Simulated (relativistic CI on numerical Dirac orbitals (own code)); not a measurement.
# Tm²⁺: how the levels respond to the fine-structure constant and the nuclear radius

Aim: the factor q = dE/dx of each excitation energy, x = (α/α0)² − 1, by finite differences, and the field-shift factor by the mean square nuclear radius, for the lowest 30 levels.

Method: Dirac-Coulomb-Breit CI, KLI orbitals optimised for each configuration, valence Slater integrals scaled by 0.85, P86 correlation energy added to each configuration, derivatives by finite differences. Code: relativistic CI on numerical Dirac orbitals (own code) version 3.

### 1 What is computed

* ion: Tm²⁺ (Tm III)
* nuclear charge: 69
* electrons: 67
* isotope: A = 169
* first configuration: [Xe] 4f13

Outer shells as boxes (Hund's rule):

[Xe] 4f13
```
[Xe] core
4f [↑↓][↑↓][↑↓][↑↓][↑↓][↑↓][↑ ]
```

### 2 The run

Input settings:

```ini
atom Tm  Z=69  charge=2  electrons=67
nucleus A=169  rms_radius_fm=5.2256
hamiltonian dirac-coulomb  breit=on  qed=off  c_scale=1
orbitals kli  potential=per-configuration
slater_scale 0.85
correlation p86
mixing on
configurations
  [Xe] 4f13
  [Xe] 4f12 6s
  [Xe] 4f12 5d
  [Xe] 4f12 6p
  [Xe] 4f11 6s2
  [Xe] 4f12 5f
  [Kr] 4d10 4f13 5s2 5p5 5d
  [Xe] 4f12 6d
end
derivatives alpha2 +-0.01 radius +-1%
```

**Question.** What will these runs give? Wanted: lowest level; largest q in size, lowest 30 levels; largest K in size within the lowest configuration; largest field-shift factor among them.

The runs gave:

| quantity | value |
| --- | --- |
| lowest level | 4f12 5p6 5d 4F9/2 |
| largest q in size, lowest 30 levels | 43730 cm⁻¹ (4f13 5p6 2F°5/2) |
| largest K in size within the lowest configuration | 1.37 (4f12 5p6 5d [4f5/2^5 4f7/2^7 5d5/2] J=15/2) |
| largest field-shift factor among them | 22.4 GHz/fm² (4f12 5p6 6s [4f7/2^6 6s] J=9/2) |

Among these levels the largest q belongs to 4f13 5p6 2F°5/2, a change of configuration. The fine-structure partner 4F5/2 has K = 1.28, away from the 2 of a pure α² interval, since levels mix. K = 2q/E, the relative sensitivity of a level, hangs on the computed energy: between configurations that lie close it can be off by a factor of several. In a near-neutral ion this small CI can misplace whole configurations by 10,000 cm⁻¹ or more, above all where the count of f electrons changes. The computed lowest level is not the ground level that NIST tabulates (4f13 2F°7/2), so the order of the lowest levels is not to be trusted.
